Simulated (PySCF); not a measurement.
# C3H2FN3: the cost of one run

Computed with PySCF 2.14.0. Level: levels as typed in each script, gas phase, geometry from GFN2-xTB.

1 further run of the same task is left out (it didn't finish).

**1. Where the work starts**

SMILES `Fc1ncncn1`, 9 atoms, charge 0, spin multiplicity 1.

Bond lengths: F1–C2 1.317 Å, C2–N3 1.317 Å, C2–N7 1.317 Å, N3–C4 1.322 Å, C4–N5 1.321 Å, C4–H8 1.082 Å, N5–C6 1.321 Å, C6–N7 1.322 Å, C6–H9 1.082 Å. Angles: F1–C2–N3 116.7°, F1–C2–N7 116.7°, N3–C2–N7 126.6°, C2–N3–C4 114.0°, N3–C4–N5 125.1°, N3–C4–H8 117.1°, N5–C4–H8 117.9°, C4–N5–C6 115.2°, N5–C6–N7 125.1°, N5–C6–H9 117.9°, N7–C6–H9 117.1°, C2–N7–C6 114.0°.

Geometry (Å):

```xyz
9
C3H2FN3
F    -2.16985   -0.00011    0.00000
C    -0.85253    0.00010    0.00000
N    -0.26066   -1.17660    0.00000
C     1.06027   -1.11521    0.00000
N     1.76829   -0.00005    0.00000
C     1.06016    1.11532    0.00000
N    -0.26077    1.17658    0.00000
H     1.59670   -2.05466    0.00000
H     1.59650    2.05481    0.00000
```

**2. Density, bond paths and surface potential (PBE0/def2-svpd)**

Input file input.py:

```python
import numpy as np
from pyscf import gto, scf, dft
from pyscf.scf import atom_ks, atom_hf
from scipy.linalg import block_diag

def solve(mol, dm0=None, hcore=None):
    mf = (dft.UKS if mol.spin else dft.RKS)(mol, xc='pbe0')
    mf.grids.level = 3
    mf = mf.density_fit(auxbasis='def2-universal-jkfit')
    mf.conv_tol, mf.max_cycle = 1e-8, 80
    if hcore is not None:
        mf.get_hcore = lambda *args: hcore
    mf.kernel(dm0)
    if not mf.converged:
        mf = mf.newton().run(mf.mo_coeff, mf.mo_occ, max_cycle=30)
    assert mf.converged, 'SCF not converged'
    return mf

mol = gto.M(atom='''
F     -2.16985    -0.00011     0.00000
C     -0.85253     0.00010     0.00000
N     -0.26066    -1.17660     0.00000
C      1.06027    -1.11521     0.00000
N      1.76829    -0.00005     0.00000
C      1.06016     1.11532     0.00000
N     -0.26077     1.17658     0.00000
H      1.59670    -2.05466     0.00000
H      1.59650     2.05481     0.00000
''', basis='def2-svpd', charge=0, spin=0, verbose=4)
mf = solve(mol)
mf.analyze()
# spherically averaged free atoms, for the promolecule
atm = atom_ks.get_atm_nrks(mol, xc='pbe0')
pro = block_diag(*[(atm[a[0]][2] * atm[a[0]][3]) @ atm[a[0]][2].T for a in mol._atom])
np.savez('result.npz', e=mf.e_tot, c=mf.mo_coeff, occ=mf.mo_occ, eps=mf.mo_energy, pro=pro, dip=mf.dip_moment(verbose=0), s2=mf.spin_square()[0])
```

The run is started by

```
> OMP_NUM_THREADS=1 python input.py
```

Q: Estimate wall time and peak memory on 1 thread of Arm Neoverse V1, shared host.

About 22 s, with a peak of 0.61 GiB.
